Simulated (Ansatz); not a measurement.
# Si₂H₂F₃ radical: small, medium and large basis sets

The task here is to estimate one member of a computed series from the others.

Computed with Ansatz 0.2.0, Gaussian basis. Level: one geometry, several basis sets.

Plan: PBE0-D4/def2-SVP; ωB97M-V/def2-SVP; PBE0-D4/def2-QZVPP; ωB97M-V/def2-QZVPP; the functionals' def2-TZVPP values are taken from earlier runs.

### Structure used throughout

All runs share one geometry, relaxed beforehand with PBE0-D4 in a triple-zeta def2 set.

SMILES `F[Si](F)(F)[SiH2]`, 7 atoms, charge 0, spin multiplicity 2.

Atoms are counted from 1 here; the program's logs count them from 0.

Bond lengths: F1–Si2 1.580 Å, Si2–F3 1.581 Å, Si2–F4 1.580 Å, Si2–Si5 2.311 Å, Si5–H6 1.484 Å, Si5–H7 1.484 Å. Angles: F1–Si2–F3 106.6°, F1–Si2–F4 107.6°, F1–Si2–Si5 110.4°, F3–Si2–F4 106.6°, F3–Si2–Si5 114.8°, F4–Si2–Si5 110.4°, Si2–Si5–H6 113.2°, Si2–Si5–H7 113.2°, H6–Si5–H7 112.2°.

The first run:

The input, in.yaml:

```yaml
crystal:
  periodic: [false, false, false]
  atoms:
    - {symbol: F, position_ang: [0.541035, -1.122939, 1.740883]}
    - {symbol: Si, position_ang: [0.348134, -0.838511, 0.198252]}
    - {symbol: F, position_ang: [-0.739725, -1.863547, -0.318421]}
    - {symbol: F, position_ang: [1.700999, -1.209731, -0.529608]}
    - {symbol: Si, position_ang: [-0.171320, 1.385867, -0.152066]}
    - {symbol: H, position_ang: [-1.367449, 1.832552, 0.604286]}
    - {symbol: H, position_ang: [-0.250373, 1.748109, -1.589025]}
basis:
  gaussian: {orbitals: def2-SVP}
magnetization: {spin_polarized: true, initial_magnetization: 1}
hamiltonian: {xc: pbe0, dispersion: d4}
output: {orbitals: {seedname: orbitals}}
```

Among the steps run: PBE0-D4 in def2-SVP; ωB97M-V in def2-SVP; PBE0-D4 in def2-QZVPP; ωB97M-V in def2-QZVPP.

One of the session's tables, all rows but one given; the rest of the session is left out.

It belongs to the step «Density functionals: the series». 

```
functional       basis  HOMO (eV)  LUMO (eV)
   PBE0-D4    def2-SVP      -6.99      -3.32
   PBE0-D4  def2-TZVPP      -7.00      -3.34
   PBE0-D4  def2-QZVPP          ?          ?
   ωB97M-V    def2-SVP      -8.68      -1.60
   ωB97M-V  def2-TZVPP      -8.73      -1.68
   ωB97M-V  def2-QZVPP      -8.75      -1.74
```

**Question.** Estimate the row for PBE0-D4, def2-QZVPP.

**Answer.** HOMO (eV): -7.02; LUMO (eV): -3.36. In the column «HOMO (eV)» it lies between ωB97M-V, def2-SVP (-8.68) and PBE0-D4, def2-TZVPP (-7.00).
